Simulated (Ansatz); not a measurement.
Working through relaxations under a series of pressures of CdPt, space group P4/mmm

Computed with the Python package of Ansatz (0.2.0).

Run as a notebook:

**Cell 1**
```python
import ansatz as az
import numpy as np

def edges_and_angles(cell):
    cell = np.asarray(cell)
    a, b, c = np.linalg.norm(cell, axis=1)
    cosines = cell[1] @ cell[2] / (b * c), cell[0] @ cell[2] / (a * c), cell[0] @ cell[1] / (a * b)
    return (a, b, c, *np.degrees(np.arccos(cosines)))

xtal = (
    az.Lattice.from_parameters(2.985456, 2.985456, 3.846053, alpha=90, beta=90, gamma=90)
    .space_group(123, hermann_mauguin="P4/mmm")
    .atom("Cd", (0.0, 0.0, 0.0))
    .atom("Pt", (0.5, 0.5, 0.5))
)
```

**Cell 2**
```python
len(xtal.resolved().sites)
```
Output:
```text
2
```

**Cell 3**
```python
base = xtal.calculation()
base = base.functional("pbesol").kpoints(length=29)
base = base.occupations("fermi_dirac", width=0.15)

rows = []
for pressure in [-2, 0, 2, 5, 10]:
    outcome = base.relax(cell=True, pressure=pressure).run(threads=1, backend="cpu")
    cell = outcome.lattice.cell_ang
    n_atoms = len(outcome.lattice.sites)
    volume = abs(np.linalg.det(cell)) / n_atoms
    enthalpy = outcome.report["free_energy_ev"] / n_atoms + pressure * volume / 160.21766
    rows.append((pressure, volume, enthalpy, *edges_and_angles(cell)))
    print(f"{pressure} GPa done: {volume:.4f} A^3/atom")
```
Output:
```text
DeckWarning: basis.ecutwfc = 420 eV, auto-derived from the records' recommended cutoffs: set by Cd (normal level)
-2 GPa done: 16.8423 A^3/atom
0 GPa done: 16.6362 A^3/atom
2 GPa done: 16.4451 A^3/atom
5 GPa done: 16.1824 A^3/atom
10 GPa done: 15.7962 A^3/atom
```

**Cell 4**
```python
print(" P (GPa)  V (A^3/atom)  H (eV/atom)     a       b       c")
for row in rows:
    print("{:8.1f} {:12.4f} {:14.5f} {:7.4f} {:7.4f} {:7.4f}".format(*row[:6]))
p, v = np.array([row[0] for row in rows], float), np.array([row[1] for row in rows])
print("mean bulk modulus between rows (GPa):", np.round(-np.diff(p) / np.diff(np.log(v)), 1))
```
Output:
```text
 P (GPa)  V (A^3/atom)  H (eV/atom)     a       b       c
    -2.0      16.8423   -10284.49118  2.9527  2.9527  3.8636
     0.0      16.6362   -10284.28223  2.9401  2.9401  3.8491
     2.0      16.4451   -10284.07575  2.9285  2.9285  3.8352
     5.0      16.1824   -10283.77031  2.9123  2.9123  3.8158
    10.0      15.7962   -10283.27143  2.8884  2.8884  3.7867
mean bulk modulus between rows (GPa): [162.4 173.1 186.2 207. ]
```

The volume falls from 16.84 Å³ an atom at -2 GPa to 15.80 at 10 GPa, by 6.2 %. Between -2 and 0 GPa, -V dP/dV is about 162 GPa, a mean over that step.

Reading the output:
- Absolute energies stand on the zero of these potentials, so only differences at equal settings mean something.
- The run is spin-unpolarised.
- At a fixed pressure a relaxation lowers the enthalpy F + PV, while F alone can rise.
- For a metal this k-point mesh is coarse: on a finer one energies can move by several to tens of meV an atom and pressures by half a GPa or more, differences at one mesh by less.
- A Fermi-Dirac width this large means warm electrons, whose thermal share enters the free energy.
- Spin-orbit coupling, which matters for elements this heavy, is left out.
- The structure comes from a database of computed cells and needn't be a stable or known phase.
- Warnings are shown shortened and without file and line.
- Symmetry holds the cell in this phase, whether or not it is the stable one at each pressure.
- Timing: 51 s on 1 thread of Intel(R) Xeon(R) 6975P-C (Granite Rapids), with other jobs on the host, peak memory 0.5 GiB.
